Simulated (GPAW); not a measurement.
# AgRh (P-6m2) in GPAW: settings compared, part 2 of 2

GPAW 26.7.0.

### Step 3. Equation of state, LDA

File run.py:

```python
from ase import Atoms
from ase.eos import EquationOfState
from ase.io import Trajectory
from ase.units import GPa
from gpaw import GPAW, PW

atoms = Atoms(['Ag', 'Rh'],
              cell=[[2.7775881998, 0.0, 0.0],
                    [-1.3887940999, 2.4054619423, 0.0],
                    [0.0, 0.0, 4.808602]],
              scaled_positions=[[0.0, 0.0, 0.5],
                                [0.6666666667, 0.3333333333, 0.0]],
              pbc=True)

traj = Trajectory('eos.traj', 'w')
volumes, energies = [], []
for x in [0.94, 0.96, 0.98, 1.0, 1.02, 1.04, 1.06]:
    a = atoms.copy()
    a.set_cell(atoms.cell * x**(1 / 3), scale_atoms=True)
    calc = GPAW(mode=PW(600),
                xc='LDA',
                kpts={'size': (9, 9, 5), 'gamma': True},
                occupations={'name': 'fermi-dirac', 'width': 0.05},
                nbands=29,
                convergence={'density': 1e-05, 'energy': 1e-05},
                maxiter=150,
                txt=f'eos-{x:.2f}.txt')
    a.calc = calc
    energies.append(a.get_potential_energy(force_consistent=True))
    volumes.append(a.get_volume())
    p = -a.get_stress()[:3].mean() / GPa
    calc.write(f'eos-{x:.2f}.gpw')
    traj.write(a)
    print(f'{x:.2f} {volumes[-1]:10.4f} A^3 {energies[-1]:14.6f} eV {p:9.3f} GPa', flush=True)

v0, e0, B = EquationOfState(volumes, energies, eos='birchmurnaghan').fit()
print(f'V0 = {v0:.4f} A^3, E0 = {e0:.6f} eV, B0 = {B / GPa:.2f} GPa')
```

Potentials or basis: the program's PAW data sets (release 1.2.1) made for this functional, pw.

On the command line:

```bash
> OMP_NUM_THREADS=1 python run.py
```

What it wrote:

```text
__  _  _
 | _ |_)|_||  |
 |__||  | ||/\| - 26.7.0

Input parameters:
  mode=PW(ecut=600.0),
  convergence={'density': 1e-05, 'energy': 1e-05},
  kpts=MonkhorstPack(size=(9, 9, 5), gamma=True),
  maxiter=150,
  nbands=29,
  occupations=Occupations(name='fermi-dirac', width=0.05),
  xc=XC(name='LDA')

Diagonalizing LCAO Hamiltonian
Converting LCAO to pw mode

       Ag

           Rh

Atoms  # Å, Bohr magnetons
|   | symbol |        x |        y |        z |    initial magnetic moments |
|---|--------|----------|----------|----------|-----------------------------|
| 0 |     Ag | 0.000000 | 0.000000 | 2.355220 | ( 0.0000,  0.0000,  0.0000) |
| 1 |     Rh | 1.360443 | 0.785452 | 0.000000 | ( 0.0000,  0.0000,  0.0000) |

Unit cell  # Å
| periodic |         x |        y |        z |  lengths |     angles |
|----------|-----------|----------|----------|----------|------------|
|      yes |  2.720887 | 0.000000 | 0.000000 | 2.720887 |  90.000000 |
|      yes | -1.360443 | 2.356357 | 0.000000 | 2.720887 |  90.000000 |
|      yes |  0.000000 | 0.000000 | 4.710440 | 4.710440 | 120.000000 |

Number of symmetries: 12
Symmetry operations  # r_c * U_cc + t_c -> r_c
|    | kind |            matrix            |
|----|------|------------------------------|
|  0 |  σ   |  1, 1, 0,  0,-1, 0,  0, 0, 1 |
|  1 |  C2  |  1, 1, 0,  0,-1, 0,  0, 0,-1 |
|  2 |  E   |  1, 0, 0,  0, 1, 0,  0, 0, 1 |
|  3 |  σ   |  1, 0, 0,  0, 1, 0,  0, 0,-1 |
|  4 |  C3  |  0, 1, 0, -1,-1, 0,  0, 0, 1 |
|  5 |  S3  |  0, 1, 0, -1,-1, 0,  0, 0,-1 |
|  6 |  σ   |  0,-1, 0, -1, 0, 0,  0, 0, 1 |
|  7 |  C2  |  0,-1, 0, -1, 0, 0,  0, 0,-1 |
|  8 |  σ   | -1, 0, 0,  1, 1, 0,  0, 0, 1 |
|  9 |  C2  | -1, 0, 0,  1, 1, 0,  0, 0,-1 |
| 10 |  C3  | -1,-1, 0,  1, 0, 0,  0, 0, 1 |
| 11 |  S3  | -1,-1, 0,  1, 0, 0,  0, 0,-1 |

BZ-sampling:
  Number of BZ points: 405
  Number of IBZ points: 36

  Monkhorst-Pack size: [9, 9, 5]
  Monkhorst-Pack shift: [0, 0, 0]

K-points  # in reciprocal-cell coordinates
|     |                                coordinates |     weight |
|-----|--------------------------------------------|------------|
|   0 | (  0.00000000,   0.00000000,   0.00000000) | 0.00246914 |
|   1 | (  0.00000000,   0.00000000,   0.20000000) | 0.00493827 |
|   2 | (  0.00000000,   0.00000000,   0.40000000) | 0.00493827 |
|   3 | (  0.11111111,   0.00000000,   0.00000000) | 0.01481481 |
|   4 | (  0.11111111,   0.00000000,   0.20000000) | 0.02962963 |
|   5 | (  0.11111111,   0.00000000,   0.40000000) | 0.02962963 |
|   6 | (  0.22222222,  -0.11111111,   0.00000000) | 0.01481481 |
|   7 | (  0.22222222,  -0.11111111,   0.20000000) | 0.02962963 |
|   8 | (  0.22222222,  -0.11111111,   0.40000000) | 0.02962963 |
|   9 | (  0.22222222,   0.00000000,   0.00000000) | 0.01481481 |
| ... |                                            |            |
|  35 | (  0.44444444,   0.44444444,   0.40000000) | 0.02962963 |

Plane wave coefficients: 1039
Cutoff: 600.0 eV

Spin-components: 1 (collinear spins)
Bands:           29
Projectors:      12
Spin-degeneracy: 2
Datatype:        complex128

Parallelization:
  kpt:    1
  domain: 1
  band:   1

Density:
  Valence electrons: 32.0
  Components: 1
  Grid points: [16 16 27]
  Charge: 0.0  # |e|

Potential:
  Grid points: [16 16 27]

species:
  Ag:
    name:    Silver
    Z:       47.0
    valence: 17
    core:    30
    charge:  0.0  # [|e|]
    compensation charges:
      type: gauss
      rc: 0.40  # [Å]
      lmax: 2
    cutoffs:
      filter: 2.35  # [Å]
      core: 2.19  # [Å]
    projectors
    | kind |    occ | energy [eV] | rcut [Å] |
    |------|--------|-------------|----------|
    |   5s |  1.000 |      -4.708 |    1.286 |
    |   4p |  6.000 |     -58.678 |    1.328 |
    |   5p |  0.000 |      -0.844 |    1.328 |
    |   4d | 10.000 |      -7.664 |    1.180 |
    |    s |        |      22.503 |    1.286 |
    |    d |        |      19.547 |    1.180 |

    Using partial waves for Ag as LCAO basis

  Rh:
    name:    Rhodium
    Z:       45.0
    valence: 15
    core:    30
    charge:  0.0  # [|e|]
    compensation charges:
      type: gauss
      rc: 0.38  # [Å]
      lmax: 2
    cutoffs:
      filter: 2.48  # [Å]
      core: 2.35  # [Å]
    projectors
    | kind |    occ | energy [eV] | rcut [Å] |
    |------|--------|-------------|----------|
    |   5s |  1.000 |      -4.582 |    1.270 |
    |   4p |  6.000 |     -50.540 |    1.381 |
    |   5p |  0.000 |      -0.969 |    1.381 |
    |   4d |  8.000 |      -6.147 |    1.244 |
    |    s |        |      22.630 |    1.270 |
    |    d |        |      21.064 |    1.244 |

    Using partial waves for Rh as LCAO basis

Reference energy: -274473.662487  # eV

eigensolver:
  PPCG
  Converge bands: occupied
  niter=2

density mixing:
  MSR1-Mixer
  Pratt-step length: 0.05
  Maximum mixing coefficient: 0.75
  Old densities: 10
  SVD Regularization: 0.005
  Good broyden scale: 1.0
  Trust region scale: 1.0
  Backstep threshold: 4.0
  History deletion threshold: 6.0
  Fourier metric: weight=20.0, sigma=0.015

occupation numbers:
  Fermi-Dirac:
    width: 0.0500  # eV

poisson solver:
  ecut: 4800.0  # eV

xc functional:
  name: None

convergence criteria:
- Maximum integral of absolute [dens]ity change: 1e-05 electrons / valence electron
- Maximum [total energy] change in last 3 cyles: 1e-05 eV / valence electron
- Maximum integral of absolute [eigenst]ate change: 4e-08 eV^2 / valence electron
maximum number of iterations: 150

SCF iterations
|iter     | |      energy | eigst |  dens |
|---------|-|-------------|-------|-------|
|iter:   1| |  -13.143799 | -0.08 |       |
|iter:   2| |  -12.886526 | -2.87 | -1.19 |
|iter:   3| |  -12.439206 | -2.17 | -1.25 |
|iter:   4| |  -12.152903 | -3.03 | -1.56 |
|iter:   5| |  -12.137073 | -3.92 | -2.10 |
|iter:   6| |  -12.133594 | -4.42 | -2.49 |
|iter:   7| |  -12.133498 | -5.20 | -2.98 |
|iter:   8| |  -12.133500c| -7.34 | -4.02 |
|iter:   9| |  -12.133512c| -8.10c| -4.40 |
|iter:  10| |  -12.133512c| -7.80c| -4.97 |
|iter:  11| |  -12.133512c| -8.76c| -5.53c|

Converged in 11 steps
Energy contributions relative to reference atoms: (reference = -274473.662487)

Energy contributions:
  Kinetic:          -5.531460
  Coulomb:           2.649732
  Zero:             -0.073705
  External:          0.000000
  Xc:               -9.163824
  Entropy:          -0.028508
  Spinorbit:         0.000000
  ----------------------------
  Free energy:     -12.147766
  Extrapolated:    -12.133512

dipole moment: (-1.312075, -9.160785, -14.222177)  # |e|*Ang

Fermi level: 9.377
Eigenvalues  # (at kpt = [0.000, 0.000, 0.000])
| band index |      eig [eV] | occ [0-2] |
|------------|---------------|-----------|
|          0 |       -45.708 |     2.000 |
|        ... |               |           |
|          8 |         4.874 |     2.000 |
|          9 |         4.874 |     2.000 |
|         10 |         5.799 |     2.000 |
|         11 |         6.187 |     2.000 |
|         12 |         6.187 |     2.000 |
|         13 |         7.235 |     2.000 |
[... 8 lines left out ...]
|         22 |        31.756 |     0.000 |
|         23 |        31.756 |     0.000 |
|        ... |               |           |
|         28 |        34.814 |     0.000 |

No gap
No difference between direct/indirect transitions

Stress tensor  # eV/Ang^3
|         x |        y |        z |
|-----------|----------|----------|
|  0.034914 | 0.000000 | 0.000000 |
| -0.000000 | 0.034914 | 0.000000 |
|  0.000000 | 0.000000 | 0.034694 |

# Writing to eos-0.94.gpw (mode='')
```

Wall time 73 s (1 thread of Intel Xeon 6975P-C (Granite Rapids), shared host); peak memory 0.23 GiB.

What came out:

```
Equilibrium volume                        : 14.67 Å³/atom (rough: see the caveat)
Bulk modulus at fixed shape and positions : 208 GPa (rough)
```

Energy against volume, from the lowest point:
```csv
volume (Å³/atom),energy (meV/atom)
15.100,0.00
15.421,14.72
15.743,36.03
16.064,63.03
16.385,94.98
16.707,131.19
17.028,171.09
```

Caveat: the minimum lies outside the volumes run; the cell was scaled at fixed shape and fractional positions, which overstates the stiffness of a crystal with free parameters, most of all of layers and chains.

### Step 4. Equation of state, PBE

run.py, as its differences from that of step 3:

```diff
@@ -20,3 +20,3 @@
     calc = GPAW(mode=PW(600),
-                xc='LDA',
+                xc='PBE',
                 kpts={'size': (9, 9, 5), 'gamma': True},
```

Potentials or basis: GPAW PAW data sets (gpaw-data 1.2.1), pw.

On the command line:

```bash
> OMP_NUM_THREADS=1 python run.py
```

Run time: 73 s. Hardware: 1 thread of Intel Xeon 6975P-C (Granite Rapids), shared host; peak memory 0.23 GiB.

Results (log left out):

```
Equilibrium volume                        : 15.90 Å³/atom
Bulk modulus at fixed shape and positions : 155 GPa
Pressure derivative of the bulk modulus   : 5.4
```

Energy against volume, from the lowest point:
| volume (Å³/atom) | energy (meV/atom) |
| --- | --- |
| 15.100 | 20.92 |
| 15.421 | 6.65 |
| 15.743 | 0.00 |
| 16.064 | 0.06 |
| 16.385 | 6.00 |
| 16.707 | 17.11 |
| 17.028 | 32.74 |

Caveat: the cell was scaled at fixed shape and fractional positions, which overstates the stiffness of a crystal with free parameters, most of all of layers and chains.
